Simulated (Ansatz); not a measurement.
# C2H4BClO, SMILES BC(Cl)=CO: a rigid torsion scan

Computed with Ansatz 0.2.0 through its Python package.

Run as a notebook:

In [1]:
```python
import ansatz as az
from ase import Atoms

atoms = Atoms(["B", "C", "Cl", "C", "O", "H", "H", "H", "H"], positions=[
    (-1.4437, 0.347, 0.6312),
    (-0.2187, 0.158, -0.2577),
    (-0.2913, 0.7255, -1.9358),
    (0.9356, -0.4345, 0.2571),
    (2.0247, -0.681, -0.497),
    (-2.4387, 0.943, 0.1557),
    (-1.497, 0.0379, 1.75),
    (0.8898, -0.7617, 1.2852),
    (2.1277, -0.3805, -1.4058),
])

# relax first, so that the scan starts from a minimum
first = (
    az.Crystal.molecule_from_ase(atoms).calculation()
    .basis(gaussian="def2-SVP")
    .functional("b3lyp", dispersion="d3bj")
    .relax(force_tolerance=0.02, max_steps=80)
)
atoms.positions = first.run().report["positions_ang"]
```

In [2]:
```python
start = atoms.get_dihedral(1, 3, 4, 8)
energies = {}
for turn in range(0, 360, 30):
    turned = atoms.copy()
    turned.set_dihedral(1, 3, 4, 8, start + turn, indices=[4, 8])
    setup = (
        az.Crystal.molecule_from_ase(turned).calculation()
        .basis(gaussian="def2-SVP")
        .functional("b3lyp", dispersion="d3bj")
    )
    energies[round((start + turn) % 360)] = setup.run().report["free_energy_ev"]
floor = min(energies.values())
print("dihedral C1-C3-O4-H8 (deg)   E - E(min) (kJ/mol)")
for angle, e in sorted(energies.items()):
    print(f"{angle:8d} {96.485332 * (e - floor):14.3f}  " + "#" * int(30 * (e - floor) / max(max(energies.values()) - floor, 1e-9)))
```
```text
dihedral C1-C3-O4-H8 (deg)   E - E(min) (kJ/mol)
       0          0.000
      30         15.931  #######
      60         47.737  #####################
      90         65.830  #############################
     120         57.401  ##########################
     150         39.811  ##################
     180         32.052  ##############
     210         39.812  ##################
     240         57.403  ##########################
     270         65.835  ##############################
     300         47.742  #####################
     330         15.934  #######
```

The scan is rigid and the energies are electronic, in a modest basis. With rigid groups the curve can differ much from the relaxed path, the start wasn't checked as a minimum of this torsion, and equivalent turns needn't return to the same energy. b3lyp holds the VWN-RPA fit, as in Gaussian; the form of ORCA and Turbomole is b3lyp5. The whole script took 110 s on 1 thread of Arm Neoverse N1 (shared host), peak memory 0.27 GiB.
